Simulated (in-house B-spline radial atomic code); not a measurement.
# Excitations of Cd²⁺ as exact exchange is dialled in, part 2 of 2

Aim: follow the lowest excitations, the threshold and the polarisability of Cd²⁺ as the share of exact exchange in a PBE hybrid goes from none to all.

Computed with the in-house B-spline radial atomic code; linear response of a closed shell, each method with its own adiabatic kernel; spin-free one-electron X2C, finite nucleus; B-spline basis; no spin-orbit coupling, no double excitations; only terms of natural parity, (−1)^L, with L up to 3 are computed. Rows of excitations, here in order of energy, give L, multiplicity, 0 for full response or 1 for Tamm-Dancoff, hole, particle, weight of that channel, energy (hartree) and multipole strength; threshold is minus the highest occupied level of the method. polarisability lists the dipole (1), quadrupole (2) and octupole (3) values; f_sum adds the dipole strengths of the shells that respond, at most the outer three principal shells; real and imaginary give α at real and imaginary frequencies.

### 7 50 % exact exchange

Input settings:

```ini
Z = 48
electrons = 46.0
configuration = [Kr] 4d10
hamiltonian = x2c
method = pbeh
box_radius = 29.48
exact_exchange_fraction = 0.5
rms_radius = 4.6087
intervals = 73
```

Results of the run:

```text
{
  "status": "converged",
  "c6 [hartree bohr^6]": 26.2871,
  "f_sum": 44.485,
  "excitations": [
    [2, 3, 0, "4d", "5s", 0.998, 0.372838, 0.0],
    [2, 3, 1, "4d", "5s", 0.999, 0.373978, 0.0],
    [2, 1, 0, "4d", "5s", 0.999, 0.399378, 1.5625],
    [2, 1, 1, "4d", "5s", 1.0, 0.399961, 1.6514],
    [1, 3, 0, "4d", "5p", 0.997, 0.618292, 0.0],
    [1, 3, 1, "4d", "5p", 0.999, 0.619515, 0.0],
    [3, 3, 0, "4d", "5p", 0.998, 0.6293, 0.0],
    [3, 3, 1, "4d", "5p", 0.999, 0.630167, 0.0],
    [3, 1, 0, "4d", "5p", 1.0, 0.641192, 17.28],
    [3, 1, 1, "4d", "5p", 1.0, 0.641309, 17.041],
    [1, 1, 0, "4d", "5p", 0.995, 0.664675, 0.74852],
    [1, 1, 1, "4d", "5p", 0.997, 0.66737, 0.83887],
    "... 76 more rows left out ..."
  ],
  "polarisability [au]": {"1": 5.19215, "2": 19.30176, "3": 88.42893},
  "threshold [hartree]": 1.279756,
  "highest [hartree]": ["4d", -1.279756],
  "lowest_empty [hartree]": -0.6781781,
  "orbital_gaps [hartree]": {"4d-5s": 0.601578, "4d-5p": 0.8240098, "4d-5d": 1.052054, "4d-4f": 1.149195}
}
```

Run time: 5.5 s. Hardware: 1 thread of Arm Neoverse N1, shared host; peak memory 0.18 GiB.

Lowest ¹P state: 4d→5p ¹P at 18.087 eV, oscillator strength 0.749. α = 5.192 bohr³.

### 8 60 % exact exchange

Changes to the settings of step 7:

```diff
@@ -6,3 +6,3 @@
 box_radius = 29.48
-exact_exchange_fraction = 0.5
+exact_exchange_fraction = 0.6
 rms_radius = 4.6087
```

Results of the run:

```text
{
  "status": "converged",
  "c6 [hartree bohr^6]": 25.8189,
  "f_sum": 44.4851,
  "excitations": [
    [2, 3, 0, "4d", "5s", 0.998, 0.383525, 0.0],
    [2, 3, 1, "4d", "5s", 0.999, 0.384719, 0.0],
    [2, 1, 0, "4d", "5s", 0.999, 0.410347, 1.589],
    [2, 1, 1, "4d", "5s", 1.0, 0.410934, 1.6782],
    [1, 3, 0, "4d", "5p", 0.997, 0.629268, 0.0],
    [1, 3, 1, "4d", "5p", 0.998, 0.630569, 0.0],
    [3, 3, 0, "4d", "5p", 0.998, 0.641696, 0.0],
    [3, 3, 1, "4d", "5p", 0.999, 0.642638, 0.0],
    [3, 1, 0, "4d", "5p", 0.999, 0.653783, 17.236],
    [3, 1, 1, "4d", "5p", 1.0, 0.653932, 16.998],
    [1, 1, 0, "4d", "5p", 0.995, 0.676297, 0.75631],
    [1, 1, 1, "4d", "5p", 0.997, 0.678997, 0.84642],
    "... 78 more rows left out ..."
  ],
  "polarisability [au]": {"1": 5.109176, "2": 18.69088, "3": 84.97227},
  "threshold [hartree]": 1.312593,
  "highest [hartree]": ["4d", -1.312593],
  "lowest_empty [hartree]": -0.6580849,
  "orbital_gaps [hartree]": {"4d-5s": 0.6545076, "4d-5p": 0.8717028, "4d-5d": 1.090002, "4d-4f": 1.183297}
}
```

Run time: 5.6 s. Hardware: 1 thread of Arm Neoverse N1, shared host; peak memory 0.18 GiB.

Lowest ¹P state: 4d→5p ¹P at 18.403 eV, oscillator strength 0.756. α = 5.109 bohr³.

### 9 70 % exact exchange

Changes to the settings of step 8:

```diff
@@ -6,3 +6,3 @@
 box_radius = 29.48
-exact_exchange_fraction = 0.6
+exact_exchange_fraction = 0.7
 rms_radius = 4.6087
```

Results of the run:

```text
{
  "status": "converged",
  "c6 [hartree bohr^6]": 25.36793,
  "f_sum": 44.4852,
  "excitations": [
    [2, 3, 0, "4d", "5s", 0.997, 0.394252, 0.0],
    [2, 3, 1, "4d", "5s", 0.999, 0.39551, 0.0],
    [2, 1, 0, "4d", "5s", 0.999, 0.421367, 1.6156],
    [2, 1, 1, "4d", "5s", 0.999, 0.421963, 1.705],
    [1, 3, 0, "4d", "5p", 0.997, 0.640246, 0.0],
    [1, 3, 1, "4d", "5p", 0.998, 0.641635, 0.0],
    [3, 3, 0, "4d", "5p", 0.998, 0.654143, 0.0],
    [3, 3, 1, "4d", "5p", 0.999, 0.65517, 0.0],
    [3, 1, 0, "4d", "5p", 0.999, 0.666429, 17.196],
    [3, 1, 1, "4d", "5p", 0.999, 0.666618, 16.959],
    [1, 1, 0, "4d", "5p", 0.995, 0.687934, 0.76414],
    [1, 1, 1, "4d", "5p", 0.997, 0.690647, 0.85402],
    [0, 3, 0, "4d", "5d", 0.999, 0.93855, 0.0],
    [0, 3, 1, "4d", "5d", 0.999, 0.939606, 0.0],
    [2, 3, 0, "4d", "6s", 0.995, 0.950549, 0.0],
    [2, 3, 1, "4d", "6s", 0.994, 0.950724, 0.0],
    "... 74 more rows left out ..."
  ],
  "polarisability [au]": {"1": 5.02925, "2": 18.11245, "3": 81.7106},
  "threshold [hartree]": 1.345617,
  "highest [hartree]": ["4d", -1.345617],
  "lowest_empty [hartree]": -0.63829,
  "orbital_gaps [hartree]": {"4d-5s": 0.7073274, "4d-5p": 0.9191252, "4d-5d": 1.127715, "4d-4f": 1.217435}
}
```

It took 5.6 s on 1 thread of Arm Neoverse N1, shared host; peak memory 0.18 GiB.

The first dipole-allowed state is 4d→5p ¹P, 18.720 eV (f = 0.764). α = 5.029 bohr³.

### 10 80 % exact exchange

Changes to the settings of step 9:

```diff
@@ -6,3 +6,3 @@
 box_radius = 29.48
-exact_exchange_fraction = 0.7
+exact_exchange_fraction = 0.8
 rms_radius = 4.6087
```

Results of the run:

```text
{
  "status": "converged",
  "c6 [hartree bohr^6]": 24.93331,
  "f_sum": 44.4853,
  "excitations": [
    [2, 3, 0, "4d", "5s", 0.997, 0.40502, 0.0],
    [2, 3, 1, "4d", "5s", 0.998, 0.406349, 0.0],
    [2, 1, 0, "4d", "5s", 0.999, 0.432435, 1.6423],
    [2, 1, 1, "4d", "5s", 0.999, 0.433046, 1.7317],
    [1, 3, 0, "4d", "5p", 0.996, 0.651226, 0.0],
    [1, 3, 1, "4d", "5p", 0.998, 0.652712, 0.0],
    [3, 3, 0, "4d", "5p", 0.998, 0.666641, 0.0],
    [3, 3, 1, "4d", "5p", 0.999, 0.66776, 0.0],
    [3, 1, 0, "4d", "5p", 0.999, 0.679127, 17.16],
    [3, 1, 1, "4d", "5p", 0.999, 0.679363, 16.923],
    [1, 1, 0, "4d", "5p", 0.995, 0.699587, 0.77203],
    [1, 1, 1, "4d", "5p", 0.996, 0.702318, 0.86165],
    "... 79 more rows left out ..."
  ],
  "polarisability [au]": {"1": 4.952217, "2": 17.56418, "3": 78.63025},
  "threshold [hartree]": 1.378827,
  "highest [hartree]": ["4d", -1.378827],
  "lowest_empty [hartree]": -0.6188069,
  "orbital_gaps [hartree]": {"4d-5s": 0.7600204, "4d-5p": 0.9662528, "4d-5d": 1.165215, "4d-4f": 1.25163}
}
```

Wall time 5.7 s (1 thread of Arm Neoverse N1, shared host); peak memory 0.18 GiB.

The first dipole-allowed state is 4d→5p ¹P, 19.037 eV (f = 0.772). α = 4.952 bohr³.

### 11 90 % exact exchange

Changes to the settings of step 10:

```diff
@@ -6,3 +6,3 @@
 box_radius = 29.48
-exact_exchange_fraction = 0.8
+exact_exchange_fraction = 0.9
 rms_radius = 4.6087
```

Results of the run:

```text
{
  "status": "converged",
  "c6 [hartree bohr^6]": 24.51424,
  "f_sum": 44.4854,
  "excitations": [
    [2, 3, 0, "4d", "5s", 0.997, 0.415824, 0.0],
    [2, 3, 1, "4d", "5s", 0.998, 0.417233, 0.0],
    [2, 1, 0, "4d", "5s", 0.999, 0.443551, 1.669],
    [2, 1, 1, "4d", "5s", 0.999, 0.444181, 1.7584],
    [1, 3, 0, "4d", "5p", 0.996, 0.662205, 0.0],
    [1, 3, 1, "4d", "5p", 0.998, 0.663798, 0.0],
    [3, 3, 0, "4d", "5p", 0.997, 0.679186, 0.0],
    [3, 3, 1, "4d", "5p", 0.998, 0.680408, 0.0],
    [3, 1, 0, "4d", "5p", 0.999, 0.691877, 17.128],
    [3, 1, 1, "4d", "5p", 0.999, 0.692168, 16.89],
    [1, 1, 0, "4d", "5p", 0.995, 0.711254, 0.77998],
    [1, 1, 1, "4d", "5p", 0.996, 0.71401, 0.86933],
    [0, 3, 0, "4d", "5d", 0.999, 0.96644, 0.0],
    [0, 3, 1, "4d", "5d", 0.999, 0.967743, 0.0],
    [2, 3, 0, "4d", "6s", 0.993, 0.983707, 0.0],
    [2, 3, 1, "4d", "6s", 0.991, 0.983907, 0.0],
    "... 76 more rows left out ..."
  ],
  "polarisability [au]": {"1": 4.877935, "2": 17.04399, "3": 75.71865},
  "threshold [hartree]": 1.412219,
  "highest [hartree]": ["4d", -1.412219],
  "lowest_empty [hartree]": -0.5996506,
  "orbital_gaps [hartree]": {"4d-5s": 0.8125681, "4d-5p": 1.013061, "4d-5d": 1.202526, "4d-4f": 1.285895}
}
```

Wall time 5.7 s (1 thread of Arm Neoverse N1, shared host); peak memory 0.18 GiB.

The first dipole-allowed state is 4d→5p ¹P, 19.354 eV (f = 0.780). α = 4.878 bohr³.

### 12 100 % exact exchange

Changes to the settings of step 11:

```diff
@@ -6,3 +6,3 @@
 box_radius = 29.48
-exact_exchange_fraction = 0.9
+exact_exchange_fraction = 1.0
 rms_radius = 4.6087
```

Results of the run:

```text
{
  "status": "converged",
  "c6 [hartree bohr^6]": 24.10995,
  "f_sum": 44.4855,
  "excitations": [
    [2, 3, 0, "4d", "5s", 0.996, 0.426665, 0.0],
    [2, 3, 1, "4d", "5s", 0.998, 0.428161, 0.0],
    [2, 1, 0, "4d", "5s", 0.999, 0.454712, 1.6959],
    [2, 1, 1, "4d", "5s", 0.999, 0.455367, 1.7852],
    [1, 3, 0, "4d", "5p", 0.995, 0.673183, 0.0],
    [1, 3, 1, "4d", "5p", 0.997, 0.674893, 0.0],
    [3, 3, 0, "4d", "5p", 0.997, 0.691778, 0.0],
    [3, 3, 1, "4d", "5p", 0.998, 0.693112, 0.0],
    [3, 1, 0, "4d", "5p", 0.999, 0.704676, 17.099],
    [3, 1, 1, "4d", "5p", 0.999, 0.705029, 16.86],
    [1, 1, 0, "4d", "5p", 0.995, 0.722934, 0.78798],
    [1, 1, 1, "4d", "5p", 0.996, 0.725721, 0.87706],
    "... 80 more rows left out ..."
  ],
  "polarisability [au]": {"1": 4.806269, "2": 16.54994, "3": 72.96427},
  "threshold [hartree]": 1.445789,
  "highest [hartree]": ["4d", -1.445789],
  "lowest_empty [hartree]": -0.5808378,
  "orbital_gaps [hartree]": {"4d-5s": 0.8649508, "4d-5p": 1.059527, "4d-5d": 1.239673, "4d-4f": 1.320243}
}
```

Wall time 5.7 s (1 thread of Arm Neoverse N1, shared host); peak memory 0.18 GiB.

The first dipole-allowed state is 4d→5p ¹P, 19.672 eV (f = 0.788). α = 4.806 bohr³.

### 13 Results

The summary covers parts 1 to 2.

| run | threshold (eV) | 4d→5p ¹P (eV) | 4d→5p ³P, Tamm-Dancoff (eV) | α (bohr³) | C6 (hartree bohr⁶) | time |
| --- | --- | --- | --- | --- | --- | --- |
| 0 % exact exchange | 30.437 | 16.513 | 15.360 | 5.659 | 28.92 | 4.3 s |
| 10 % exact exchange | 31.303 | 16.827 | 15.658 | 5.558 | 28.35 | 5.7 s |
| 20 % exact exchange | 32.175 | 17.141 | 15.958 | 5.461 | 27.80 | 5.6 s |
| 30 % exact exchange | 33.053 | 17.456 | 16.257 | 5.368 | 27.28 | 5.6 s |
| 40 % exact exchange | 33.936 | 17.771 | 16.557 | 5.278 | 26.77 | 5.6 s |
| 50 % exact exchange | 34.824 | 18.087 | 16.858 | 5.192 | 26.29 | 5.5 s |
| 60 % exact exchange | 35.717 | 18.403 | 17.159 | 5.109 | 25.82 | 5.6 s |
| 70 % exact exchange | 36.616 | 18.720 | 17.460 | 5.029 | 25.37 | 5.6 s |
| 80 % exact exchange | 37.520 | 19.037 | 17.761 | 4.952 | 24.93 | 5.7 s |
| 90 % exact exchange | 38.428 | 19.354 | 18.063 | 4.878 | 24.51 | 5.7 s |
| 100 % exact exchange | 39.342 | 19.672 | 18.365 | 4.806 | 24.11 | 5.7 s |

What this shows: From 0 % exact exchange to 100 % exact exchange the threshold goes from 30.44 to 39.34 eV and α from 5.66 to 4.81 bohr³. 4d→5p ¹P moves from 16.51 eV (0 % exact exchange) to 19.67 eV (100 % exact exchange). 4d→5p ³P moves from 15.36 eV (0 % exact exchange) to 18.36 eV (100 % exact exchange). Exact exchange removes self-interaction, which deepens the highest level.
